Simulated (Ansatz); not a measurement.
Write a Python script for the Ansatz DFT code, driven from Python that makes a short molecular-dynamics run of C2H2AlF, SMILES [F][Al]1[CH]=[CH]1. Use (for the species named): Hartree-Fock, 6-31G basis, multiplicity 1.

```xyz
6

F    -1.7487   -1.8249    1.2442
Al   -0.6525   -0.6445    0.4384
C     0.9362    0.0215   -0.0730
C    -0.0636    0.8175   -0.5360
H     2.0457   -0.1237   -0.0296
H    -0.4751    1.6901   -1.0902
```

The script, `c2h2alf_md.py`:
```python
import ansatz as az
import numpy as np

BASIS_SET = "6-31G"
XC = "hf"
N_STEPS = 40
TEMPERATURE_K = 500

geometry_ang = [
    ("F", (-1.7487, -1.8249, 1.2442)),
    ("Al", (-0.6525, -0.6445, 0.4384)),
    ("C", (0.9362, 0.0215, -0.073)),
    ("C", (-0.0636, 0.8175, -0.536)),
    ("H", (2.0457, -0.1237, -0.0296)),
    ("H", (-0.4751, 1.6901, -1.0902)),
]
geometry = az.Crystal.molecule()
for symbol, xyz in geometry_ang:
    geometry = geometry.atom(symbol, xyz)

calc = geometry.calculation()
calc = calc.basis(gaussian=BASIS_SET)
calc = calc.functional(XC)
symbols = [site.symbol for site in geometry.cartesian_sites]
start = np.array([site.position_ang for site in geometry.cartesian_sites], dtype=float)
data = calc.relax(force_tolerance=0.02).run().report
end = np.array(data["positions_ang"])
minimum = az.Crystal.molecule()
for symbol, place in zip(symbols, end):
    minimum = minimum.atom(symbol, place.tolist())

calc = (
    minimum.calculation()
    .basis(gaussian=BASIS_SET)
    .functional(XC)
    .md("nve", timestep=0.5, steps=N_STEPS, temperature=TEMPERATURE_K, initial_velocities="maxwell_boltzmann", seed=43)
)
frames = []
done = calc.session().plan().execute(on_event=lambda e: frames.append(e["data"]) if e["event"] == "md_step" else None)
print("t (fs)   E_pot (eV)      E_kin (eV)   T (K)   d(0-1) (A)")
for f in frames[::3]:
    xyz = np.array(f["positions_ang"])
    print(f"{f['time_fs']:6.2f} {f['lagrangian_ev']:14.5f} {f['e_kin_ev']:10.5f} {f['temperature_k']:8.1f} {np.linalg.norm(xyz[0] - xyz[1]):9.4f}")
kept = np.array([f["conserved_ev"] for f in frames])
print(f"conserved energy moves by at most {1000 * np.ptp(kept):.3f} meV")
```

```console
$ python c2h2alf_md.py
t (fs)   E_pot (eV)      E_kin (eV)   T (K)   d(0-1) (A)
  0.00   -11378.38111    0.25852    500.0    1.6797
  1.50   -11378.28611    0.16563    320.3    1.6706
  3.00   -11378.25122    0.13092    253.2    1.6626
  4.50   -11378.30152    0.17925    346.7    1.6565
  6.00   -11378.21463    0.09403    181.9    1.6528
  7.50   -11378.15403    0.03435     66.4    1.6519
  9.00   -11378.23373    0.11271    218.0    1.6539
 10.50   -11378.28896    0.16660    322.2    1.6588
 12.00   -11378.21392    0.09432    182.4    1.6661
 13.50   -11378.28009    0.15875    307.0    1.6754
 15.00   -11378.33064    0.20851    403.3    1.6857
 16.50   -11378.24043    0.12014    232.4    1.6960
 18.00   -11378.21395    0.09398    181.8    1.7056
 19.50   -11378.28669    0.16485    318.8    1.7135
conserved energy moves by at most 3.190 meV
```

What to keep in mind:
- Total energies depend on the basis set; only differences at equal settings carry meaning.
- The trajectory is only some femtoseconds long, so its temperature is not equilibrated; where the script doesn't relax first, it starts from a rough generated geometry.
- The temperature counts the internal degrees of freedom alone.
- Finished in 30 s on 1 thread of Arm Neoverse V1 (shared host), peak memory 0.18 GiB.
